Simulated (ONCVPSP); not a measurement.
**Platinum: generating and testing an ONCV potential**

Aim: build the potential from the settings below, then test how well it stands in for the atom: other configurations, scattering, ghost states and the plane-wave cutoff that it needs.

The numbers are computed with ONCVPSP 4.0.1 (PBE, scalar-relativistic, spin-unpolarised reference atom).

## (1) The atom and the settings

The settings as typed:

```
element                 : platinum (Pt, Z = 78)
type                    : optimised norm-conserving Vanderbilt (ONCV)
frozen core             : [Kr] 4d10
valence charge          : 32
reference configuration : 4f14 5s2 5p6 5d9 6s1
partial waves           : 5s+6s: rc 1.80 bohr, ncon 4, nbas 8, qcut 6.7 1/bohr, 3 projectors, debl 3.1 Ha; 5p: rc 1.50 bohr, ncon 5, nbas 8, qcut 8.4 1/bohr, 2 projectors, debl 3 Ha; 5d: rc 2.00 bohr, ncon 4, nbas 9, qcut 6.6 1/bohr, 2 projectors, debl 1.4 Ha; 4f: rc 0.60 bohr, ncon 5, nbas 9, qcut 29.8 1/bohr, local
local potential         : the f channel
core correction         : not asked for
```

An earlier all-electron run gives the scale for the radii.

All-electron outer shells of the reference configuration (PBE, scalar-relativistic, ld1.x):

```
shell  level (eV)  outermost node (bohr)  outermost maximum (bohr)
   4d     -306.83                   0.20                      0.42
   5s     -101.82                   0.49                      0.87
   4f      -70.08                      –                      0.38
   5p      -56.02                   0.53                      0.98
   5d       -6.14                   0.57                      1.26
   6s       -5.66                   1.14                      2.38
   6p       -0.84                   1.36                      3.69
```

## (2) Generation

Input file Pt.dat:

```
# ATOM AND REFERENCE CONFIGURATION
# atsym  z   nc   nv     iexc    psfile
  Pt 78.00    9    5        4      upf
#
#   n    l    f
    1    0    2.00
    2    0    2.00
    2    1    6.00
    3    0    2.00
    3    1    6.00
    3    2   10.00
    4    0    2.00
    4    1    6.00
    4    2   10.00
    4    3   14.00
    5    0    2.00
    5    1    6.00
    5    2    9.00
    6    0    1.00
#
# PSEUDOPOTENTIAL AND OPTIMIZATION
# lmax
    3
#
#   l,   rc,      ep,       ncon, nbas, qcut
    0    1.80    0.00    4    8    6.70
    1    1.50    0.00    5    8    8.40
    2    2.00    0.00    4    9    6.60
    3    0.60    0.00    5    9   29.80
#
# LOCAL POTENTIAL
# lloc, lpopt,  rc(5),   dvloc0
    3    5    0.60    0.00
#
# VANDERBILT-KLEINMAN-BYLANDER PROJECTORs
# l, nproj, debl
    0    3    3.10
    1    2    3.00
    2    2    1.40
    3    0    2.70
#
# MODEL CORE CHARGE
# icmod, fcfact, rcfact
    0    0.00    0.00
#
# LOG DERIVATIVE ANALYSIS
# epsh1, epsh2, depsh
   -5.00    5.00    0.04
#
# OUTPUT GRID
# rlmax, drl
    6.00    0.01
#
# TEST CONFIGURATIONS
# ncnf
    4
# nvcnf
#   n    l    f
    5
    4    3   14.00
    5    0    2.00
    5    1    6.00
    5    2    9.00
    6    0    0.00
#
    5
    4    3   14.00
    5    0    2.00
    5    1    6.00
    5    2    8.00
    6    0    0.00
#
    5
    4    3   14.00
    5    0    2.00
    5    1    6.00
    5    2    7.00
    6    0    0.00
#
    5
    4    3   14.00
    5    0    2.00
    5    1    6.00
    5    2   10.00
    6    0    0.00
#
```

The run is started by

```sh
oncvpsp.x < Pt.dat > Pt.out
```

Before running it: what results should come out? Wanted: cutoffs for 1 and 0.1 mHa per electron, occupied waves; bound ghosts; GHOST(+) flags; largest test error; largest phase difference near zero energy, channels read.

The runs gave:

| quantity | value |
| --- | --- |
| cutoffs for 1 and 0.1 mHa per electron, occupied waves | 389 Ha and 424 Ha |
| bound ghosts | s at -1831.14 eV, p at -1414.17 eV, d at -163.79 eV |
| GHOST(+) flags | s at 18 eV, p at 318 eV, d at 1084 eV |
| largest test error (AE − PS) | -7.1 meV, for 4f14 5s2 5p6 5d10 6s0 |
| largest phase difference near zero energy, channels read | 0.004 rad |

**Reading.** It has a bound ghost (s, p, d), a state that the atom doesn't have, and that rules the file out. The worst unpolarised test, 4f14 5s2 5p6 5d10 6s0, is off by 7.1 meV on 0.0 eV; by total energies transferability rates as good. Atomic tests can pass in spite of a ghost, since they solve only for the levels asked. The potential is very hard: the looser tolerance needs 389 Ha. At the looser tolerance the 4f wave is the slowest; 5p needs 31 Ha. Near zero energy the phases of the channels with partial waves agree within 0.004 rad. The program also flags highly localised states, GHOST(+) (s, p, d).
